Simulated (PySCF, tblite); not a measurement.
# C5H12OSi: geometry, infrared bands and NMR shifts

Wanted: the infrared bands and NMR shifts of C5H12OSi (`CC(C)[C@H]([SiH3])C=O`), by calculation.

The runs use tblite 0.8.0 and PySCF 2.14.0, with density-fitted response routines of our own; the level of theory stands in each step. All values are computed, except where a source is named. Atoms are numbered from 0 throughout.

## (1) The starting structure

19 atoms, charge 0, multiplicity 1; geometry from: force field or distance geometry start.

Bonds of the start (Å): C0–C1 1.49, C1–C2 1.50, C1–C3 1.50, C3–Si4 1.85, C3–C5 1.48, C5–O6 1.24, C0–H7 1.11, C0–H8 1.10, C0–H9 1.13, C1–H10 1.13, C2–H11 1.11, C2–H12 1.12, C2–H13 1.10, C3–H14 1.12, Si4–H15 1.47, Si4–H16 1.46, Si4–H17 1.48, C5–H18 1.11.

## (2) Optimising the geometry with GFN2-xTB

The job: settings as JSON, then the geometry in Å.

```
{"job": {"kind": "relax", "xc": "GFN2-xTB", "basis": "xTB"}, "charge": 0, "multiplicity": 1}
C     -1.680600     0.919100    -0.468400
C     -0.660000     0.064900     0.212200
C     -1.239400    -1.315900     0.274000
C      0.705700     0.157000    -0.402300
Si     2.002900    -0.883700     0.417200
C      1.118800     1.576600    -0.299400
O      1.365300     2.180500    -1.354800
H     -1.254900     1.847200    -0.894100
H     -2.188100     0.294300    -1.217300
H     -2.453600     1.144100     0.327900
H     -0.554500     0.461600     1.270100
H     -1.699800    -1.541800    -0.708900
H     -2.067300    -1.275800     1.031500
H     -0.531500    -2.099200     0.566000
H      0.623800    -0.108400    -1.482700
H      2.899100    -1.569500    -0.527900
H      1.498300    -1.909800     1.324000
H      2.888800    -0.026300     1.244100
H      1.217500     2.094200     0.681300
```

Run with:

```console
$ OMP_NUM_THREADS=1 python probes_run.py task.json out
```

One launch serves the whole session: the jobs run in the order shown.

**Question.** This job is followed by: GFN2-xTB harmonic vibrations, gas phase; GIAO PBE0/pcSseg-1 NMR shielding, non-relativistic, gas phase. What will the session give for the following? strongest single infrared mode (GFN2-xTB); zero-point energy (GFN2-xTB); 13C shifts against TMS (PBE0/pcSseg-1); 1H shifts against TMS (PBE0/pcSseg-1, means over atoms taken as alike); 29Si shifts against TMS (PBE0/pcSseg-1); 17O shifts against H2O (PBE0/pcSseg-1).

**Answer**, as computed:

| quantity | value |
| --- | --- |
| strongest single infrared mode (GFN2-xTB) | 1755 cm⁻¹, 394 km/mol |
| zero-point energy (GFN2-xTB) | 96.1 kcal/mol |
| 13C shifts against TMS (PBE0/pcSseg-1) | 208.7, 52.8, 31.3, 27.8, 23.8 ppm |
| 1H shifts against TMS (PBE0/pcSseg-1, means over atoms taken as alike) | 9.92, 3.92, 2.10, 1.88, 1.07, 1.05 ppm |
| 29Si shifts against TMS (PBE0/pcSseg-1) | -63.6 ppm |
| 17O shifts against H2O (PBE0/pcSseg-1) | 691.8 ppm |

What this shows: Relaxing lowered the energy by 0.743 eV in 162 steps; the close pair that moved most is C3–Si4, from 1.854 to 1.931 Å. All 51 modes are real, so the xTB geometry is a minimum. The strongest single mode, at 1755 cm⁻¹, moves mainly C5 and O6. Unscaled tight-binding wavenumbers are off by several per cent, some by more. Its intensities can rank the bands wrongly. The most deshielded carbon is C5 (aldehyde carbonyl carbon), at 208.7 ppm: low-lying n→π* states of the double bond to the heteroatom give a large paramagnetic term (-272 ppm). H18 (hydrogen on an aldehyde carbonyl carbon) lies farthest downfield among hydrogen, at 9.92 ppm; deshielded by the polar, anisotropic C=O bond. At PBE0/pcSseg-1: The largest span, 1314 ppm, is at O6, where the paramagnetic term is -752 ppm.
